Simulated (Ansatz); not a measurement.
Geometry optimisation, DFT PBE-D3(BJ), scalar-relativistic, plane waves, PAW in Ansatz 0.2.0.

The input (input.yaml):

```yaml
crystal:
  lattice:
    - [-3.2533, -5.634881, 0.0]
    - [4.87995, -2.81744, 0.0]
    - [0.0, 0.0, 5.2073]
  atoms:
    - { symbol: Zn, position: [0.5, 0.3333333, 0.0] }
    - { symbol: Zn, position: [0.5, 0.6666667, 0.5] }
    - { symbol: O, position: [0.5, 0.3333333, 0.382] }
    - { symbol: O, position: [0.5, 0.6666667, 0.882] }
    - { symbol: Zn, position: [0.25, 0.8333333, 0.0] }
    - { symbol: Zn, position: [0.25, 0.1666667, 0.5] }
    - { symbol: O, position: [0.25, 0.8333333, 0.382] }
    - { symbol: O, position: [0.25, 0.1666667, 0.882] }
    - { symbol: Zn, position: [0.0, 0.3333333, 0.0] }
    - { symbol: Zn, position: [0.0, 0.6666667, 0.5] }
    - { symbol: O, position: [0.0, 0.3333333, 0.382] }
    - { symbol: O, position: [0.0, 0.6666667, 0.882] }
    - { symbol: Zn, position: [0.75, 0.8333333, 0.0] }
    - { symbol: Zn, position: [0.75, 0.1666667, 0.5] }
    - { symbol: O, position: [0.75, 0.8333333, 0.382] }
    - { symbol: O, position: [0.75, 0.1666667, 0.882] }
    - { symbol: Zn, position: [0.238185, 0.6509656, 0.6865649] }
basis:
  ecutwfc: 420.0
kpoints:
  mp_grid: { grid: [2, 2, 2] }
hamiltonian:
  xc: pbe
  dispersion: d3bj
  pseudopotentials: { kind: paw, azcp: { folder: soft_1 } }
scf:
  occupations: { method: fermi_dirac, width: 0.05 }
  lower_state_search: "off"
relax:
  f_tol: 0.08
  max_steps: 25
  adjacent_minimum: "off"
```

Run as:

```bash
$ ansatz run input.yaml --threads 1 --pin off --max-ram 3072MiB --backend cpu --events-out ev --progress --plain --runs-dir out
```

Question: Where does it end, and by what steps?

Answer: The run converged. Limits of this set-up: coarse k mesh. After 12 steps the energy has fallen by 5.969 eV; Zn10 moved furthest, 0.85 Å. The start is strongly strained (largest force component 9 eV/Å), so its close contacts needn't be bonds. Parted: O7–Zn10 (1.98 → 2.66 Å). Joined: Zn5–Zn6 (3.21 → 2.86 Å), Zn6–Zn9 (3.21 → 2.71 Å), Zn6–Zn10 (3.25 → 2.84 Å), Zn9–Zn10 (3.21 → 2.78 Å), Zn10–Zn13 (3.21 → 2.85 Å).

| step | energy less start (eV) | largest force component (eV/Å) | accepted |
| --- | --- | --- | --- |
| 0 | 0.0000 | 9.133 | yes |
| 1 | -3.6151 | 4.048 | yes |
| 2 | -4.9899 | 1.592 | yes |
| 3 | -5.2412 | 0.237 | yes |
| 4 | -5.2660 | 0.294 | yes |
| 5 | -5.3484 | 0.298 | yes |
| 6 | -5.4891 | 0.474 | yes |
| 7 | -5.6531 | 0.594 | yes |
| 8 | -5.7993 | 0.229 | yes |
| 9 | -5.9077 | 0.238 | yes |
| 10 | -5.8301 | 1.106 | no |
| 11 | -5.9484 | 0.101 | yes |
| 12 | -5.9689 | 0.053 | yes |

```xyz
17
Lattice="-3.2533 -5.6349 0.0000 4.8800 -2.8174 0.0000 0.0000 0.0000 5.2073" Properties=species:S:1:pos:R:3
Zn 0.027 -3.882 0.015
Zn 1.509 -4.769 2.666
O -0.003 -3.797 1.955
O 1.718 -4.699 4.684
Zn 3.425 -4.097 0.484
Zn 0.278 -1.952 2.659
O 3.339 -4.053 2.365
O -0.081 -2.039 4.633
Zn 1.512 -0.902 -0.380
Zn 2.980 -1.455 1.919
O 1.252 -0.605 1.535
O 3.413 -2.114 5.276
Zn 1.742 -6.621 -0.045
Zn -1.704 -4.587 2.487
O 1.557 -6.493 1.952
O -1.577 -4.658 4.417
Zn 2.535 -2.802 3.694
```

Whether the end is a true minimum wasn't checked by a vibrational analysis.

Run time: 2.3 min on 1 thread of Arm Neoverse V1, on a shared host, peak memory 0.48 GiB.
